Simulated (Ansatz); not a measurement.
Working through the interaction energy of a dimer with the counterpoise correction of CH₂Br₂, SMILES BrCBr

Program: Ansatz 0.2.0, Python API.

Run as a notebook:

In [1]:
```python
import ansatz
```

In [2]:
```python
BASIS = "def2-SVPD"
FUNCTIONAL = "b3lyp"
DISPERSION = "d3bj"

FIRST = [
    ("Br", (-0.5674, -0.9089, 1.5251)),
    ("C", (-0.1254, 0.1272, -0.0706)),
    ("Br", (1.5915, -0.3366, -0.7696)),
    ("H", (-0.041, 1.2025, 0.1793)),
    ("H", (-0.8578, -0.0844, -0.8641)),
]
SECOND = [
    ("Br", (2.1396, -4.2207, 4.4543)),
    ("C", (0.6849, -3.3743, 3.4629)),
    ("Br", (-0.802, -2.9627, 4.5903)),
    ("H", (0.2749, -4.0734, 2.7085)),
    ("H", (1.0325, -2.4211, 3.0371)),
]
```

In [3]:
```python
def energy(atoms, ghosts=()):
    molecule = ansatz.Crystal.molecule()
    for symbol, xyz in atoms:
        molecule = molecule.atom(symbol, xyz)
    calc = (
        molecule.calculation()
        .basis(gaussian=BASIS)
        .functional(FUNCTIONAL, dispersion=DISPERSION)
    )
    deck = calc.input()
    if ghosts:
        deck = deck.set(ansatz.key.basis.gaussian.ghost_atoms, [{"symbol": s, "position_ang": list(xyz)} for s, xyz in ghosts])
    return ansatz.Session.from_dict(deck).plan().execute().report["free_energy_ev"]

# ghost atoms carry the functions of the partner
both = energy(FIRST + SECOND)
alone = energy(FIRST) + energy(SECOND)
ghosted = energy(FIRST, SECOND) + energy(SECOND, FIRST)
print(f"dimer {both:.6f} eV")
print(f"interaction, uncorrected   {96.485332 * (both - alone):8.3f} kJ/mol")
print(f"interaction, counterpoise  {96.485332 * (both - ghosted):8.3f} kJ/mol")
print(f"basis-set superposition    {96.485332 * (alone - ghosted):8.3f} kJ/mol")
```
```text
dimer -282292.683322 eV
interaction, uncorrected    -10.246 kJ/mol
interaction, counterpoise    -7.331 kJ/mol
basis-set superposition       2.916 kJ/mol
```

Uncorrected it is -10.246 kJ/mol, with the counterpoise correction -7.331 kJ/mol; the difference, 2.92 kJ/mol, is the superposition error.

Reading the output:
- Total energies depend on the basis set; only differences at equal settings carry meaning.
- The dimer is a generated trial pose of unrelaxed monomers, not a minimum, so the figure is no binding energy, and the basis set is small.
- b3lyp holds the VWN-RPA fit, as in Gaussian; the form of ORCA and Turbomole is b3lyp5.
- Wall time of the script: 56 s on 1 thread of Arm Neoverse V2, on a shared host, peak memory 1 GiB.
